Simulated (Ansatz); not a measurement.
# GaH3N: the cost of one run

The runs use Ansatz 0.2.0, Gaussian basis; cc-pVTZ, core rule «outside noble gas», up to 15 orbitals frozen.

Plan: UHF; CCSD(T) on RHF; CCSD(T) on UHF; BCCD(T) on RHF; CCSDT(Q) on RHF; CCSDT(Q) on UHF.

8 further runs of the same task are left out: 3 for a known fault of the program, 5 set aside as unsound or not needed.

**1. The geometry**

The geometry is a PBE0/def2-TZVP stationary point (not a proven minimum) of the parent state, kept for this charge and spin. No spin-orbit coupling is included. The filled d shell of Ga may be among the frozen orbitals whatever the setting's name suggests; the logs give the count.

5 atoms, charge 1, spin multiplicity 1.

Atoms are counted from 1 here; the program's logs count them from 0.

Bond lengths: N1–Ga2 1.790 Å, N1–H3 1.006 Å, Ga2–H4 1.556 Å, Ga2–H5 1.556 Å. Angles: Ga2–N1–H3 180.0°, N1–Ga2–H4 115.6°, N1–Ga2–H5 115.6°, H4–Ga2–H5 128.7°.

**2. UHF**

in.yaml reads:

```yaml
crystal:
  periodic: [false, false, false]
  atoms:
    - {symbol: N, position_ang: [0.000000, 0.000000, 1.484201]}
    - {symbol: Ga, position_ang: [0.000000, 0.000000, -0.305855]}
    - {symbol: H, position_ang: [0.000000, 0.000000, 2.490372]}
    - {symbol: H, position_ang: [0.000000, 1.403312, -0.979106]}
    - {symbol: H, position_ang: [0.000000, -1.403312, -0.979106]}
basis:
  gaussian: {orbitals: cc-pVTZ}
total_charge: 1
magnetization: {spin_polarized: true, initial_magnetization: 0}
hamiltonian: {xc: hf}
output: {orbitals: {seedname: orbitals}}
```

Run with:

```sh
> ansatz run in.yaml --threads 1 --pin off --events-out ev --progress --plain --max-ram 4096MiB --backend cpu
```

Q: Estimate wall time and peak memory on 1 thread of AMD EPYC 7R13, shared host.

About 14 s, with a peak of 0.35 GiB.
